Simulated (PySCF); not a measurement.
**[Ce(SH)3]+: other functionals and bases at one geometry**

How far do other levels of theory move the description of [Ce(SH)3]+, and what does each cost? The structure is generated, not taken from experiment.

Method: several levels, as the steps say, no spin–orbit coupling; program: PySCF 2.14.0.

1 further run of the same task is left out (for a known fault of the program).

### Step 1. The starting structure

7 atoms, charge 1, spin multiplicity 1.

Bond lengths: Ce1–S2 2.514 Å, Ce1–S4 2.514 Å, Ce1–S6 2.514 Å, S2–H3 1.358 Å, S4–H5 1.358 Å, S6–H7 1.358 Å. Angles: S2–Ce1–S4 106.9°, S2–Ce1–S6 106.9°, S4–Ce1–S6 106.9°, Ce1–S2–H3 100.6°, Ce1–S4–H5 100.6°, Ce1–S6–H7 100.6°.

Geometry (Å):

```
Ce    0.0000    0.0000   -0.0246
S     2.2992    0.3914    0.9128
H     2.5375   -0.8093    1.5003
S    -1.4886    1.7955    0.9128
H    -0.5679    2.6022    1.5003
S    -0.8106   -2.1869    0.9128
H    -1.9696   -1.7929    1.5003
```

Formal oxidation states: Ce +4. The 4f shell is empty and lies in the core potential. An earlier session relaxed this geometry at PBE0, Ce lcecp-2-SVP with ECP46, S def2-SVP, H def2-SVP (singlet, point group C3).

At PBE0 on the finer grid: E = -1234.005385 Eh, frontier levels not given, since the 4f levels lie in the core, Mulliken charge on Ce1 +1.15 e, largest force component 0.013 eV/Å. The large-core potential holds the 4f shell empty.

Levels to run: PBE; B3LYP; PBE0, TZVP. Hardware: 2 threads of Arm Neoverse V1, shared host.

### Step 2. PBE

File run.py (the lines that set the calculation):

```python
mol = gto.M(atom='''
Ce     0.00000     0.00000    -0.02460
S      2.29925     0.39142     0.91276
H      2.53752    -0.80931     1.50032
S     -1.48860     1.79550     0.91276
H     -0.56788     2.60221     1.50032
S     -0.81065    -2.18692     0.91276
H     -1.96965    -1.79290     1.50032''',
    basis={'Ce': 'lcecp-2-SVP', 'S': 'def2-SVP', 'H': 'def2-SVP'},
    ecp={'Ce': 'lcecp-2-SVP'},
    charge=1, spin=0)
mf = dft.RKS(mol, xc='PBE')
mf.grids.atom_grid = (75, 302)  # f atoms: unpruned, at least (60, 302)
mf = mf.density_fit()  # fitting sets: Ce AutoAux, S def2-universal-JKFIT, H def2-universal-JKFIT
mf.conv_tol = 1e-08; mf.max_cycle = 55
mf.kernel(dm0)  # dm0: the density of the relaxed state
```

Run with:

```
$ OMP_NUM_THREADS=2 python run.py
```

### Step 3. B3LYP

Changes to run.py (the lines that set the calculation) since step 2:

```diff
@@ -11,3 +11,3 @@
     charge=1, spin=0)
-mf = dft.RKS(mol, xc='PBE')
+mf = dft.RKS(mol, xc='B3LYP')
 mf.grids.atom_grid = (75, 302)  # f atoms: unpruned, at least (60, 302)
```

### Step 4. PBE0, TZVP

Basis: Ce lcecp-2-TZVP with ECP46, S def2-TZVP, H def2-TZVP. 

File run.py (the lines that set the calculation):

```python
mol = gto.M(atom='''
Ce     0.00000     0.00000    -0.02460
S      2.29925     0.39142     0.91276
H      2.53752    -0.80931     1.50032
S     -1.48860     1.79550     0.91276
H     -0.56788     2.60221     1.50032
S     -0.81065    -2.18692     0.91276
H     -1.96965    -1.79290     1.50032''',
    basis={'Ce': 'lcecp-2-TZVP', 'S': 'def2-TZVP', 'H': 'def2-TZVP'},
    ecp={'Ce': 'lcecp-2-TZVP'},
    charge=1, spin=0)
mf = dft.RKS(mol, xc='PBE0')
mf.grids.atom_grid = (75, 302)  # f atoms: unpruned, at least (60, 302)
mf = mf.density_fit()  # fitting sets: Ce AutoAux, S def2-universal-JKFIT, H def2-universal-JKFIT
mf.conv_tol = 1e-08; mf.max_cycle = 55
mf.kernel(dm0)  # dm0: free metal ions and neutral atoms
```

Q: Predict the outcome of this session. Wanted: for each run, charge on Ce1; dipole; largest force.

The runs gave:

| level | state | charge on Ce1 (e) | dipole (D) | largest force (eV/Å) | basis functions | time |
| --- | --- | --- | --- | --- | --- | --- |
| PBE0 (relaxed here) | singlet | 1.15 | 2.43 | 0.01 | 99 | 40 s |
| PBE | singlet | 0.99 | 1.99 | 0.35 | 99 | 12 s |
| B3LYP | singlet | 1.07 | 2.36 | 0.39 | 99 | 8 s |
| PBE0, TZVP | singlet | 1.39 | 2.54 | 0.20 | 176 | 25 s |

Times are on 2 threads of Arm Neoverse V1, shared host; the first row also made further properties. The dipole of a charged species depends on the origin, so these sizes hold for this origin alone.

The largest leftover force, 0.39 eV/Å with B3LYP, stands at a geometry relaxed at another level. The Mulliken charge on Ce spans +0.99 to +1.39 e over the levels. With 4f in the core, its levels are missing from HOMO and gap. Total energies of different levels can't be compared. Spin–orbit coupling is left out throughout.
